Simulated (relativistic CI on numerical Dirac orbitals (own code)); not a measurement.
**Sb¹⁰⁺: one ion under different settings**

Aim: see what numerical and physical settings do to the SCF, the total energy and the lowest levels of Sb¹⁰⁺.

Method: Dirac-Coulomb-Breit CI, KLI orbitals optimised for each configuration, model QED (radiative potential, 1s self-energy scaled to tabulated hydrogen-like ionisation energies), numerical settings as typed. Code: relativistic CI on numerical Dirac orbitals (own code) version 3.

## (1) What is computed

| Property | Result |
| --- | --- |
| ion | Sb¹⁰⁺ (Sb XI) |
| nuclear charge | 51 |
| electrons | 41 |
| isotope | A = 121 |

## (2) Usual settings

Input settings:

```ini
atom Sb  Z=51  charge=10  electrons=41
nucleus A=121  rms_radius_fm=4.6802
hamiltonian dirac-coulomb  breit=on  qed=on  c_scale=1
orbitals kli  potential=per-configuration
slater_scale 1
correlation none
mixing on
grid step=0.0125 r_max=13.5
scf mixing=0.4 start=green max_iterations=150 tolerance=2e-08 node_fill=0.05
configurations
  [Kr] 4d5
end
```

Command:

```sh
> python run_levels.py task.json out
```

One command runs all members of the session, one after another, from task.json.

## (3) Breit term off, Slater scale 1.2

The settings differ from step 2 so:

```diff
@@ -2,5 +2,5 @@
 nucleus A=121  rms_radius_fm=4.6802
-hamiltonian dirac-coulomb  breit=on  qed=on  c_scale=1
+hamiltonian dirac-coulomb  breit=off  qed=on  c_scale=1
 orbitals kli  potential=per-configuration
-slater_scale 1
+slater_scale 1.2
 correlation none
```

## (4) Grid step 0.03, Breit term off, start potential bare

Input settings:

```ini
atom Sb  Z=51  charge=10  electrons=41
nucleus A=121  rms_radius_fm=4.6802
hamiltonian dirac-coulomb  breit=off  qed=on  c_scale=1
orbitals kli  potential=per-configuration
slater_scale 1
correlation none
mixing on
grid step=0.03 r_max=13.5
scf mixing=0.4 start=bare max_iterations=150 tolerance=2e-08 node_fill=0.05
configurations
  [Kr] 4d5
end
```

## (5) Iteration limit 30

Input settings:

```ini
atom Sb  Z=51  charge=10  electrons=41
nucleus A=121  rms_radius_fm=4.6802
hamiltonian dirac-coulomb  breit=on  qed=on  c_scale=1
orbitals kli  potential=per-configuration
slater_scale 1
correlation none
mixing on
grid step=0.0125 r_max=13.5
scf mixing=0.4 start=green max_iterations=30 tolerance=2e-08 node_fill=0.05
configurations
  [Kr] 4d5
end
```

## (6) Tolerance 1e-10

The settings differ from step 5 so:

```diff
@@ -8,3 +8,3 @@
 grid step=0.0125 r_max=13.5
-scf mixing=0.4 start=green max_iterations=30 tolerance=2e-08 node_fill=0.05
+scf mixing=0.4 start=green max_iterations=150 tolerance=1e-10 node_fill=0.05
 configurations
```

## (7) Tolerance 0.05

The settings differ from step 6 so:

```diff
@@ -8,3 +8,3 @@
 grid step=0.0125 r_max=13.5
-scf mixing=0.4 start=green max_iterations=150 tolerance=1e-10 node_fill=0.05
+scf mixing=0.4 start=green max_iterations=95 tolerance=0.05 node_fill=0.05
 configurations
```

(Steps that only read results are left out.)

Q: Predict the outcome of this session. Wanted: lowest level, usual settings; total energy; first excitation.

The runs gave:

| setting | total energy less usual (Ha) | largest shift of a level among the lowest eight of both runs, same label and place (cm⁻¹) | SCF iterations | time | lowest level | kind of change |
| --- | --- | --- | --- | --- | --- | --- |
| usual | 0 | 0 | 11 | 0.066 s | 4d5 6S5/2 | - |
| Breit term off, Slater scale 1.2 | -4.8 | 10400 | 11 | 0.063 s | 4d5 6S5/2 | model term |
| grid step 0.03, Breit term off, start potential bare | -4.73 | 347 | 13 | 0.035 s | 4d5 6S5/2 | model term |
| iteration limit 30 | 0 | 0 | 11 | 0.065 s | 4d5 6S5/2 | numerical |
| tolerance 1e-10 | 0 | 0 | 12 | 0.068 s | 4d5 6S5/2 | numerical |
| tolerance 0.05 | 0.000523 | 69.8 | 5 | 0.054 s | 4d5 6S5/2 | unsound |

| quantity | value |
| --- | --- |
| lowest level, usual settings | 4d5 6S5/2 |
| total energy | -6441.6314 Ha |
| first excitation | 41257 cm⁻¹ |

Among the runs whose levels can be followed, they move most under «Breit term off, Slater scale 1.2» (model term), by up to 10400 cm⁻¹. No visible change in the result comes from «iteration limit 30» or «tolerance 1e-10». Only the listed configurations are in the model.
